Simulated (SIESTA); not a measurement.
Ta3AsAu2O13 in SIESTA: convergence with k mesh

Ta3AsAu2O13:

```
CELL_PARAMETERS angstrom
5.45204 0.00000 0.00000
-2.72602 4.72161 0.00000
0.00000 0.00000 9.57902
ATOMIC_POSITIONS crystal
Ta 0.00000 0.00000 0.19408
Ta 0.00000 0.00000 0.80592
Ta 0.66667 0.33333 0.00000
As 0.00000 0.00000 0.50000
Au 0.33333 0.66667 0.27428
Au 0.33333 0.66667 0.72572
O 0.00000 0.00000 0.00000
O 0.23947 0.97129 0.36402
O 0.02871 0.26818 0.36402
O 0.73182 0.76053 0.36402
O 0.23947 0.97129 0.63598
O 0.02871 0.26818 0.63598
O 0.73182 0.76053 0.63598
O 0.38452 0.33425 0.85844
O 0.66575 0.05026 0.85844
O 0.94974 0.61548 0.85844
O 0.38452 0.33425 0.14156
O 0.66575 0.05026 0.14156
O 0.94974 0.61548 0.14156
```

The cell was built by a generator and needn't be a form met in nature.

| Property | Result |
| --- | --- |
| Program | SIESTA 5.4.2 |
| Task | single point |
| Functional | PBE |
| Potentials or basis | PseudoDojo 0.4 standard (PBE files) |
| Basis | DZP (energy shift 0.003 Ry; two zetas on semicore shells) |
| Grid cutoff | 800 Ry |
| Energy shift | 0.003 Ry |
| k mesh | 2 × 2 × 1 |
| Occupations | fermi-dirac, width 0.05 eV |
| Spin | no spin polarisation |

These are the settings of the first run; the series varies k mesh, with any setting tied to it.

Hardware: 4 MPI ranks on Arm Neoverse N1, with other jobs on the host.

```tsv
k mesh	energy less the tightest run, at zero smearing (meV/atom)	pressure (GPa)	largest force (eV/Å)	SCF cycles	CPU time (s)
2 × 2 × 1	2.78	4.26	0.554	15	540
3 × 3 × 2	0.27	4.37	0.597	15	540
4 × 4 × 2	-0.19	4.37	0.599	15	580
5 × 5 × 3	0.00	4.37	0.600	15	630
6 × 6 × 3	0.00	4.37	0.601	15	700
8 × 8 × 4	0.00	4.37	0.600	15	990
```

Against the tightest run, the energy stays within 1 meV/atom from 3 × 3 × 2 on; the pressure stays within 0.1 GPa from 3 × 3 × 2 on; the largest force stays within 0.005 eV/Å from 3 × 3 × 2 on. Meshes of other sizes hit other points, so gaps and Fermi surfaces needn't settle smoothly. The tightest run that finished is the yardstick and may itself not be fully converged.

Caveat, for the tightest run too: short orbitals over semicore shells can move pressures by several GPa; the basis of atomic orbitals isn't converged, which shifts pressures, moduli and gaps. Spin-orbit coupling is left out, which matters for the levels of Au, Ta.
